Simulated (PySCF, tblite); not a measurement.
# C₇H₁₁P₂−: infrared bands and NMR shifts

What infrared bands and NMR shifts should C₇H₁₁P₂− (`CC(C)(C)c1pcc[p-]1`) show?

Computed with tblite 0.8.0 and PySCF 2.14.0, with density-fitted response routines of our own, on a single molecule in the gas phase. Atoms are numbered from 0 throughout.

## (1) The molecule as given

20 atoms, charge -1, multiplicity 1; geometry from: GFN2-xTB.

Bonds of the start (Å): C0–C1 1.53, C1–C2 1.53, C1–C3 1.53, C1–C4 1.51, C4–P5 1.74, P5–C6 1.74, C6–C7 1.37, C7–P8 1.74, P8–C4 1.75, C0–H9 1.09, C0–H10 1.09, C0–H11 1.09, C2–H12 1.09, C2–H13 1.09, C2–H14 1.09, C3–H15 1.09, C3–H16 1.09, C3–H17 1.09, C6–H18 1.09, C7–H19 1.09.

## (2) Vibrational analysis with GFN2-xTB

The job: settings as JSON, then the geometry in Å.

```
{"job": {"kind": "ir", "xc": "GFN2-xTB", "basis": "xTB"}, "charge": -1, "multiplicity": 1}
C     -1.162383    -0.653140    -1.552300
C     -0.828711     0.030023    -0.221349
C     -1.602078    -0.661418     0.900877
C     -1.261264     1.498688    -0.294892
C      0.663780    -0.042753     0.020551
P      1.352189    -0.826190     1.414563
C      2.997314    -0.482746     0.957258
C      3.194629     0.207113    -0.206847
P      1.782974     0.672309    -1.113858
H     -0.859305    -1.698466    -1.519283
H     -2.233122    -0.601212    -1.762032
H     -0.616050    -0.165634    -2.357859
H     -2.677864    -0.606014     0.721446
H     -1.305209    -1.706525     0.967925
H     -1.375052    -0.188987     1.854878
H     -0.715589     1.998559    -1.093282
H     -2.333489     1.582552    -0.485817
H     -1.029149     2.001470     0.642632
H      3.818769    -0.812445     1.586102
H      4.184463     0.465495    -0.570230
```

**Question.** This job is followed by: GIAO PBE0/pcSseg-1 NMR shielding, non-relativistic, gas phase. Predict these results of the whole session: strongest single infrared mode (GFN2-xTB); zero-point energy (GFN2-xTB); ¹³C shifts against TMS (PBE0/pcSseg-1, means over atoms taken as alike); ¹H shifts against TMS (PBE0/pcSseg-1, means over atoms taken as alike); ³¹P shifts against H3PO4 (PBE0/pcSseg-1, means over atoms taken as alike).

**Answer**, as computed:

| quantity | value |
| --- | --- |
| strongest single infrared mode (GFN2-xTB) | 2967 cm⁻¹, 398 km/mol |
| zero-point energy (GFN2-xTB) | 99.9 kcal/mol |
| ¹³C shifts against TMS (PBE0/pcSseg-1, means over atoms taken as alike) | 208.0, 141.7, 40.8, 38.7 ppm |
| ¹H shifts against TMS (PBE0/pcSseg-1, means over atoms taken as alike) | 7.68, 1.61 ppm |
| ³¹P shifts against H3PO4 (PBE0/pcSseg-1, means over atoms taken as alike) | 152.6 ppm |

What this shows: No mode is imaginary among the 54: a minimum at this level. GFN2-xTB is a fitted tight-binding method: band positions and strengths are rough. Its intensities can rank the bands wrongly. At PBE0/pcSseg-1: Shielding is most anisotropic at P5, P8 (span 420 ppm, paramagnetic term -805 ppm). NICS(1)zz of -28 ppm above the planar ring from C4 marks a diatropic (aromatic) ring current.
